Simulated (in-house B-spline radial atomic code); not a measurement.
# V⁺: ionisation energy by several methods

The task here is to estimate one member of a computed series from the others.

Method: non-relativistic, several functionals, spin-polarised; spherical all-electron atom at the radial basis limit. Code: in-house B-spline radial atomic code version 1.

### The system

```
element       : vanadium (Z = 23)
charge        : +1
electrons     : 22
configuration : [Ar] 3d4
nucleus       : point
```

Outer shells as boxes (Hund's rule):

[Ar] 3d4
```
[Ar] core
3d [↑ ][↑ ][↑ ][↑ ][  ]
```

Where spins are not typed, each open shell is filled with up spins first.

The first run:

Settings of the run:

```ini
Z = 23
electrons = 22.0
configuration = [Ar] 3d4
hamiltonian = nr
method = m06l
spin_polarised = True
```

Steps of the session up to this table: M06-L; PW91; OLYP; TPSS; LDA (PW92); PBE; RPBE; PBEsol; SCAN.

One table of the session follows, with a row left open; its other results are not shown here.

```
    method  ΔSCF (eV)
LDA (PW92)     16.098
      PW91     15.984
      OLYP     15.789
       PBE          ?
      RPBE     15.820
    PBEsol     15.887
     M06-L     15.283
      TPSS     15.727
      SCAN     15.897
```

**Question.** Estimate the row for PBE.

The run gave: ΔSCF (eV): 15.908. In the column «ΔSCF (eV)» it lies between SCAN (15.897) and PW91 (15.984).

Members of this set that are not shown: 12 used exact exchange with fractional occupations of an open shell, which is unsound here.

Limits of these values: Meta-GGA runs start from a PBE run whose iterations are not counted. Mean absolute error by rung (exchange-only levels left out): LDA 1.46 eV, GGA 1.24 eV, meta-GGA 1.00 eV. These runs lack relativity altogether, which can outweigh the gaps between the methods, so the nearest may be so by luck.
